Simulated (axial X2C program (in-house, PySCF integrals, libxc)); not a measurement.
# SnSi⁺: bond curves with and without spin–orbit coupling, part 2 of 2

Computed with an in-house X2C program for linear molecules on PySCF integrals; all-electron X2C, Sn dyall-cv3z, Si dyall-v3z.

### Step 9. PBE0, 2c

State followed: Ω = 3/2 (excess of +ω over −ω: ω = 3/2). The scan is laid around 2.551 Å, a first estimate of the minimum, and this SCF restarts from the orbitals of the search.

Output at 2.551 Å:

```text
two-component X2C + atomic mean field  PBE0
basis functions 175  fitting functions 949  grid points 5082
iter        total energy     max residual
   1      -6463.250136239     2.95e-01
   2      -6463.281655818     1.98e-03
   3      -6463.281670273     7.11e-04
   4      -6463.281674383     2.99e-04
   5      -6463.281675440     1.76e-04
   6      -6463.281676325     1.25e-05
   7      -6463.281676332     4.41e-06
   8      -6463.281676334     2.89e-06
converged
one-electron -9160.72819448  Coulomb 2742.63642003  exact exchange -45.99945033  xc functional -140.84168573  nuclear repulsion 145.20738834  atomic mean-field constant -3.55615415
```

Along the bond, energies from the lowest point:

| R (Å) | E (eV) | μ (D) | HOMO (eV) | LUMO (eV) | iterations |
| --- | --- | --- | --- | --- | --- |
| 2.219 | 0.6536 | 1.93 | -12.49 | -9.47 | 11 |
| 2.321 | 0.2662 | 1.97 | -12.36 | -9.26 | 12 |
| 2.398 | 0.1027 | 1.99 | -12.16 | -9.20 | 12 |
| 2.474 | 0.0204 | 2.01 | -11.97 | -9.18 | 12 |
| 2.551 | 0.0000 | 2.04 | -11.79 | -9.15 | 8 |
| 2.640 | 0.0344 | 2.07 | -11.61 | -9.11 | 13 |
| 2.730 | 0.1132 | 2.11 | -11.44 | -9.06 | 13 |
| 2.844 | 0.2573 | 2.18 | -11.24 | -8.99 | 14 |
| 2.985 | 0.4687 | 2.29 | -11.03 | -8.90 | 15 |
| 3.189 | 0.7905 | 2.53 | -10.82 | -8.77 | 16 |

Dipoles are positive if Si is the positive end and refer to the centre of mass.

Outer spinors at the reference distance:

```csv
ω,occupied,ε (eV),atomic character,λ mixture
5/2,yes,-34.71,100% Sn d,100% δ
3/2,yes,-34.64,100% Sn d,"78% π, 22% δ"
1/2,yes,-34.61,100% Sn d,"51% σ, 49% π"
-5/2,yes,-34.60,100% Sn d,100% δ
-1/2,yes,-34.58,100% Sn d,"66% σ, 34% π"
-3/2,yes,-34.54,100% Sn d,"85% π, 15% δ"
1/2,yes,-20.67,"44% Si s, 38% Sn s, 7% Sn p",100% σ
-1/2,yes,-18.70,"48% Sn s, 37% Si s, 6% Si p",100% σ
1/2,yes,-17.04,"41% Sn s, 34% Si s, 11% Si p",100% σ
-1/2,yes,-15.34,"41% Si s, 34% Sn s, 12% Sn p",100% σ
1/2,yes,-12.39,"46% Si p, 40% Sn p, 7% Sn s","99% σ, 1% π"
-1/2,yes,-11.93,"50% Si p, 44% Sn p, 3% Sn d","99% π, 1% σ"
3/2,yes,-11.79,"58% Si p, 35% Sn p, 4% Sn d",100% π
-1/2,no,-9.15,"47% Si p, 40% Sn p, 6% Si s","97% σ, 3% π"
1/2,no,-8.87,"59% Sn p, 37% Si p, 2% Si d","99% π, 1% σ"
-3/2,no,-8.69,"53% Sn p, 43% Si p",100% π
-1/2,no,-8.17,"50% Sn p, 41% Si p, 4% Sn d","98% π, 2% σ"
```

PBE0 fields in the half plane through the axis: z from -2.4 to 4.8 Å across, distance from the axis 0.15 to 2.25 Å upwards; Sn lies at z = 0 and Si at z = 2.551 Å; the ELF is damped to zero where the density is low.

log10 density (e/bohr³). Ten even steps from '0' (-4.60 ) to '9' (1.82 ):
```
0001122222222222222211000
0112222333333333332221110
0122233333333333333322210
1123334444444444444333211
1223444555444444444443221
1233445666554455555443321
2234456777655555665544322
2234457898755556886544332
```

ELF. Ten even steps from '0' (0.00 ) to '9' (0.95 ):
```
0000012222222222221100000
0001344444334444554421000
0024666555555566777764100
0257776544556678889887410
1478864322356788889998740
2688742343236785226999862
3788634787425750330799973
4788536474624723883399984
```

Re = 2.542 Å, ωe = 313 cm⁻¹, ωexe = 1.17 cm⁻¹, Be = 0.115 cm⁻¹, De = 2.56 eV, μ = 2.03 D.

### Step 10. HF, 2c

The SCF at the reference distance of 2.551 Å:

```text
two-component X2C + atomic mean field  HF
basis functions 175  fitting functions 949  grid points 5082
iter        total energy     max residual
   1      -6460.438341593     2.74e-01
   2      -6460.462365250     5.25e-03
   3      -6460.463965282     3.17e-03
   4      -6460.464430612     1.96e-03
   5      -6460.464607510     1.33e-03
   6      -6460.464726454     8.43e-04
   7      -6460.464803168     7.66e-04
   8      -6460.464866905     7.20e-04
   9      -6460.464949780     6.74e-04
  10      -6460.465019795     6.74e-04
  11      -6460.465083690     7.05e-04
  12      -6460.465159088     7.52e-04
  13      -6460.465206805     7.65e-04
  14      -6460.465245156     7.70e-04
  15      -6460.465269371     7.68e-04
  16      -6460.465278828     7.65e-04
  17      -6460.465295180     7.64e-04
  18      -6460.465306431     7.62e-04
  19      -6460.465300761     7.57e-04
  20      -6460.465307196     7.60e-04
  21      -6460.465310482     7.60e-04
  22      -6460.465315478     7.64e-04
  23      -6460.465324592     7.69e-04
  24      -6460.465339977     7.75e-04
  25      -6460.465354505     7.78e-04
  26      -6460.465392300     7.86e-04
  27      -6460.465436121     7.84e-04
  28      -6460.465481957     7.80e-04
  29      -6460.465694513     7.93e-04
  30      -6460.465772110     7.34e-04
  31      -6460.465866073     7.08e-04
  32      -6460.466179505     8.21e-04
  33      -6460.466191522     5.49e-04
  34      -6460.466221584     5.52e-04
  35      -6460.466226586     5.60e-04
  36      -6460.466251490     5.34e-04
  37      -6460.466365029     4.93e-04
  38      -6460.466383383     3.19e-04
  39      -6460.466412274     3.54e-04
  40      -6460.466419281     1.30e-04
  41      -6460.466422434     1.47e-04
  42      -6460.466424123     6.36e-05
  43      -6460.466424702     4.52e-05
  44      -6460.466424955     3.32e-05
  45      -6460.466425122     2.96e-05
  46      -6460.466425229     2.01e-05
  47      -6460.466425298     1.45e-05
  48      -6460.466425326     1.39e-05
  49      -6460.466425340     7.49e-06
  50      -6460.466425351     3.94e-06
  51      -6460.466425356     2.61e-06
  52      -6460.466425357     2.33e-06
converged
one-electron -9159.67796248  Coulomb 2741.66088731  exact exchange -184.10058438  xc functional 0.00000000  nuclear repulsion 145.20738834  atomic mean-field constant -3.55615415
```

No constants are quoted: the solution changes its character somewhere along the scan, so the fit is set aside.

### Step 11. r2SCAN0, 2c

Output at 2.551 Å:

```text
two-component X2C + atomic mean field  r2SCAN0
basis functions 175  fitting functions 949  grid points 5082
iter        total energy     max residual
   1      -6463.687822781     8.23e-02
   2      -6463.690754753     1.46e-03
   3      -6463.690678591     2.53e-03
   4      -6463.690811468     1.11e-03
   5      -6463.690847237     1.56e-04
   6      -6463.690849137     8.17e-05
   7      -6463.690850054     4.40e-05
   8      -6463.690850372     1.39e-05
   9      -6463.690850402     7.31e-06
  10      -6463.690850411     1.19e-06
  11      -6463.690850411     4.34e-07
converged
one-electron -9160.62963211  Coulomb 2742.56190605  exact exchange -46.00763542  xc functional -141.26672311  nuclear repulsion 145.20738834  atomic mean-field constant -3.55615415
```

Re = 2.527 Å, ωe = 323 cm⁻¹, ωexe = 1.13 cm⁻¹, Be = 0.1164 cm⁻¹, De = 2.63 eV, μ = 2.14 D.

### Step 12. Correlated methods, 2c

Correlated methods: 7 electrons correlated (frozen shells, counted by type: Sn 4 s, 3 p, 2 d; Si 2 s, 1 p), 231 virtual spinors in MP2, 90 natural virtuals in coupled cluster.

Output of the correlated part at 2.551 Å:

```text
correlated 7  virtual 231  natural virtual 90  E(MP2) -0.115646313  MP2 remainder -0.002188322
iter   CCSD correlation   residual
   1     -0.131744120   1.34e-01
   2     -0.139977622   6.10e-02
   3     -0.141272191   2.67e-02
   4     -0.142096857   1.69e-02
   5     -0.142409059   1.08e-02
   6     -0.142622175   7.67e-03
   7     -0.142842680   5.37e-03
   8     -0.142894201   3.34e-03
   9     -0.142937392   2.23e-03
  10     -0.142965835   1.50e-03
  11     -0.142991072   9.49e-04
  12     -0.142998077   6.44e-04
  13     -0.143001031   4.15e-04
  14     -0.142999073   2.21e-04
  15     -0.142999760   1.06e-04
  16     -0.143000749   6.98e-05
  17     -0.143001804   5.28e-05
  18     -0.143003022   4.18e-05
  19     -0.143003852   3.03e-05
  20     -0.143004473   2.17e-05
  21     -0.143004786   1.55e-05
  22     -0.143005000   1.13e-05
  23     -0.143005102   8.65e-06
  24     -0.143005187   6.28e-06
  25     -0.143005204   3.81e-06
(T) -0.008611993  T1 0.0846  D1 0.1433  max T2 0.100
```

MP2: No constants are quoted: the reference changes its character somewhere along the scan, so the fit is set aside.

CCSD: No constants are quoted: the reference changes its character somewhere along the scan, so the fit is set aside.

CCSD(T): No constants are quoted: the reference changes its character somewhere along the scan, so the fit is set aside.

### Step 13. A higher determinant, 2c

State: Ω = 1/2 (excess of +ω over −ω: 2 × ω = -1/2, ω = 3/2).

Output at the reference distance:

```text
two-component X2C + atomic mean field  PBE0
basis functions 175  fitting functions 949  grid points 5082
iter        total energy     max residual
   1      -6463.236071256     2.94e-01
   2      -6463.267513450     1.89e-03
   3      -6463.267527541     6.43e-04
   4      -6463.267530952     2.93e-04
   5      -6463.267532525     1.49e-04
   6      -6463.267533310     9.24e-06
   7      -6463.267533313     2.53e-06
   8      -6463.267533313     2.21e-06
converged
one-electron -9160.59217026  Coulomb 2742.50341674  exact exchange -45.99666547  xc functional -140.83334850  nuclear repulsion 145.20738834  atomic mean-field constant -3.55615415
```

| R (Å) | E above the lowest PBE0 point (eV) |
| --- | --- |
| 2.219 | 1.017 |
| 2.321 | 0.635 |
| 2.398 | 0.476 |
| 2.474 | 0.400 |
| 2.551 | 0.385 |
| 2.640 | 0.426 |
| 2.730 | 0.510 |
| 2.844 | 0.659 |
| 2.985 | 0.874 |

Re = 2.534 Å, ωe = 318 cm⁻¹, ωexe = 1.24 cm⁻¹, Be = 0.1158 cm⁻¹, μ = 1.99 D. Te = 0.38 eV.

### Step 14. The 2c curves together

Energy (eV) of the followed determinant, 2c, from each level's lowest point:

| R (Å) | PBE0 | HF (jumps) | MP2 (its reference jumps) | CCSD (its reference jumps) | CCSD(T) (its reference jumps) | r2SCAN0 |
| --- | --- | --- | --- | --- | --- | --- |
| 2.219 | 0.654 | 0.731 | 0.606 | n/a | n/a | 0.613 |
| 2.321 | 0.266 | 0.310 | 0.233 | 0.297 | 0.305 | 0.237 |
| 2.398 | 0.103 | 0.128 | 0.081 | 0.120 | 0.124 | 0.083 |
| 2.474 | 0.020 | 0.031 | 0.010 | 0.028 | 0.030 | 0.010 |
| 2.551 | 0.000 | 0.000 | 0.000 | 0.000 | 0.000 | 0.000 |
| 2.640 | 0.034 | 0.022 | 0.045 | 0.025 | 0.024 | 0.047 |
| 2.730 | 0.113 | 0.082 | 0.134 | 0.092 | 0.093 | 0.138 |
| 2.844 | 0.257 | 0.178 | 0.282 | 0.217 | 0.225 | 0.298 |
| 2.985 | 0.469 | 0.285 | 0.469 | n/a | n/a | 0.529 |
| 3.189 | 0.790 | 0.425 | 0.707 | n/a | n/a | 0.883 |

The whole job took 1.7 min on 1 thread of Arm Neoverse V2, shared host.

### Step 15. Constants

This closing draws on all 2 parts.

Lowest determinant that the search found at its distance, spin-free: M_S = 3/2, Λ = 0 (beyond closed shells: σα, π+α, π-α).

Lowest determinant that the search found at its distance, 2c: Ω = 3/2 (excess of +ω over −ω: ω = 3/2).

```tsv
Hamiltonian	level	Re (Å)	ωe (cm⁻¹)	De (eV)	μ (D)
spin-free	PBE0	2.540	317	2.79	2.00
spin-free	r2SCAN0	2.525	325	2.77	2.12
2c	PBE0	2.542	313	2.56	2.03
2c	r2SCAN0	2.527	323	2.63	2.14
```

Dipoles are positive if Si is the positive end and refer to the centre of mass. No constants: spin-free HF (the solution changes its character somewhere along the scan, so the fit is set aside); spin-free MP2 (the reference changes its character somewhere along the scan, so the fit is set aside); spin-free CCSD (the reference changes its character somewhere along the scan, so the fit is set aside); spin-free CCSD(T) (the reference changes its character somewhere along the scan, so the fit is set aside); 2c HF (the solution changes its character somewhere along the scan, so the fit is set aside); 2c MP2 (the reference changes its character somewhere along the scan, so the fit is set aside); 2c CCSD (the reference changes its character somewhere along the scan, so the fit is set aside); 2c CCSD(T) (the reference changes its character somewhere along the scan, so the fit is set aside).

Time per point (s) on 1 thread of Arm Neoverse V2, shared host (2c runs); the times are rough: PBE0 0.62, r2SCAN0 0.89.

In words: At PBE0, going from spin-free to two-component changes Re by +3 mÅ, ωe by -1.1 %; the spin-free picture holds up (part of it comes from the scalar share of the two-electron terms). It costs about 1.6 times the time. De moves by -0.23 eV; both De rest on single-determinant atoms, which can miss part of an open shell's spin–orbit lowering.

De refers to Sn+ + Si, each in the lowest determinant found, which need not be this curve's own limit. Each curve is one determinant whose occupation by symmetry is held fixed; it was picked as the lowest of a PBE0 search that is not exhaustive. De is counted from the lowest determinant-based energies of the atoms at the same level, without counterpoise correction. Density functionals use the spin component along the axis (collinear). The meta-GGAs lack a current-density term, which matters for open shells with orbital currents, atoms included. With several unpaired electrons one determinant need not be a pure state.
